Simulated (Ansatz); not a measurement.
# Rh: a trigonal deformation path

The task, for Rh: follow a trigonal deformation at fixed volume.

Computed with Ansatz 0.2.0 (DFT r2SCAN, scalar-relativistic, plane waves, PAW, unless a step's input says otherwise).

**1. The structure to begin with**

The structure is cubic, space group Fm-3m (No. 225). Conventional cell: a = 3.803 Å, b = 3.803 Å, c = 3.803 Å, α = 90.00°, β = 90.00°, γ = 90.00°. Rh (site symmetry m-3m) has 12 Rh at 2.69 Å as nearest neighbours.

Coordinates:

```cif
data_structure
_symmetry_space_group_name_H-M 'Fm-3m'
_symmetry_Int_Tables_number 225
_cell_length_a 3.8031
_cell_length_b 3.8031
_cell_length_c 3.8031
_cell_angle_alpha 90.000
_cell_angle_beta 90.000
_cell_angle_gamma 90.000
_cell_volume 55.01
loop_
_atom_site_label
_atom_site_type_symbol
_atom_site_symmetry_multiplicity
_atom_site_Wyckoff_symbol
_atom_site_fract_x
_atom_site_fract_y
_atom_site_fract_z
_atom_site_occupancy
Rh1 Rh 4 a 0.00000 0.00000 0.00000 1
```

No relaxation comes first: the listed cell is the starting point.

**2. Setting up a trigonal deformation path**

At fixed volume and fractional coordinates, lengths along (0.577, 0.577, 0.577) are scaled against those across it; ρ is that ratio over its starting value.

**3. ρ = 0.500**

Contents of input.yaml:

```yaml
crystal:
  lattice:
    - [-0.7986009575, 1.597201915, 1.597201915]
    - [1.597201915, -0.7986009575, 1.597201915]
    - [1.597201915, 1.597201915, -0.7986009575]
  atoms:
    - { symbol: Rh, position: [0.0, 0.0, 0.0] }
basis:
  ecutwfc: 500
kpoints:
  mp_grid: { grid: [8, 8, 8] }
hamiltonian:
  xc: r2scan
scf:
  occupations: { method: gaussian, width: 0.15 }
output:
  forces: true
  stress: true
  eigenvalues: true
```

Run with:

```
ansatz run input.yaml --threads 1 --pin off --max-ram 2560MiB --backend cpu --events-out ev --progress --plain --runs-dir out
```

Further runs follow: point ρ = 2.000; point ρ = 0.710; At ρ = 1.410; At ρ = 0.600; At ρ = 0.850; point ρ = 1.200; point ρ = 1.700; point ρ = 0.930; ρ = 1.080.

**Question.** What will these runs give? Wanted: highest point.

As calculated:

| quantity | value |
| --- | --- |
| highest point | 4978.8 meV/atom at ρ = 2.000 |

**Reading.** The settings of these runs were drawn from a wide range and may not be converged. No sampled point lies below the undisturbed cell. No further minimum shows among the sampled points. At ρ = 0.500 the cell takes another symmetry, Pm-3m, 955.3 meV/atom from the start at this fixed volume.
